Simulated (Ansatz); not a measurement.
# KNiF3: the cost of one run

Method: DFT r²SCAN+U (U_eff = 2 eV on Ni d), plane waves, PAW, in Ansatz 0.2.0.

The COD entry's cell or inner coordinates are ideal or old and differ from later refinements, so a difference from it is no clean test against experiment.

### 1 Starting point

The structure is cubic, space group Pm-3m (No. 221). Conventional cell: a = 4.000 Å, b = 4.000 Å, c = 4.000 Å, α = 90.00°, β = 90.00°, γ = 90.00°. K (site symmetry m-3m) is surrounded by 12 F at 2.83 Å. Ni (site symmetry m-3m) is surrounded by 6 F at 2.00 Å. F (site symmetry 4/mmm) has 2 Ni at 2.00 Å and 4 K at 2.83 Å as nearest neighbours.

Coordinates:

```
CELL_PARAMETERS angstrom
4.00000 0.00000 0.00000
0.00000 4.00000 0.00000
0.00000 0.00000 4.00000
ATOMIC_POSITIONS crystal
K 0.00000 0.00000 0.00000
Ni 0.50000 0.50000 0.50000
F 0.50000 0.50000 0.00000
F 0.00000 0.50000 0.50000
F 0.50000 0.00000 0.50000
```

Magnetic order typed: ferromagnetic.

### 2 From atoms, symmetry kept, no search

input.yaml

```yaml
crystal:
  lattice:
    - [4.0, 0.0, 0.0]
    - [0.0, 4.0, 0.0]
    - [0.0, 0.0, 4.0]
  atoms:
    - { symbol: K, position: [0.0, 0.0, 0.0] }
    - { symbol: Ni, position: [0.5, 0.5, 0.5], spin: 2.0 }
    - { symbol: F, position: [0.5, 0.5, 0.0] }
    - { symbol: F, position: [0.0, 0.5, 0.5] }
    - { symbol: F, position: [0.5, 0.0, 0.5] }
basis:
  ecutwfc: 500
  ecutrho_ratio: 4
kpoints:
  mp_grid: { grid: [5, 5, 5] }
hamiltonian:
  xc: r2scan
  hubbard: { sites: [{ site: 1, l: d, u_eff: 2.0 }] }
scf:
  occupations: { method: gaussian, width: 0.05 }
  lower_state_search: "off"
  max_iter: 150
output:
  forces: true
  stress: true
  eigenvalues: true
  populations: true
  hubbard: { sites: [{ site: 1, l: d }] }
magnetization:
  spin_polarized: true
```

Launch:

```bash
$ ansatz run input.yaml --threads 4 --pin off --max-ram 6144MiB --backend cpu --events-out ev --progress --plain --runs-dir out
```

What time and memory should one allow on 4 threads of Arm Neoverse V1, shared host?

About 4.7 s, with a peak of 0.52 GiB.
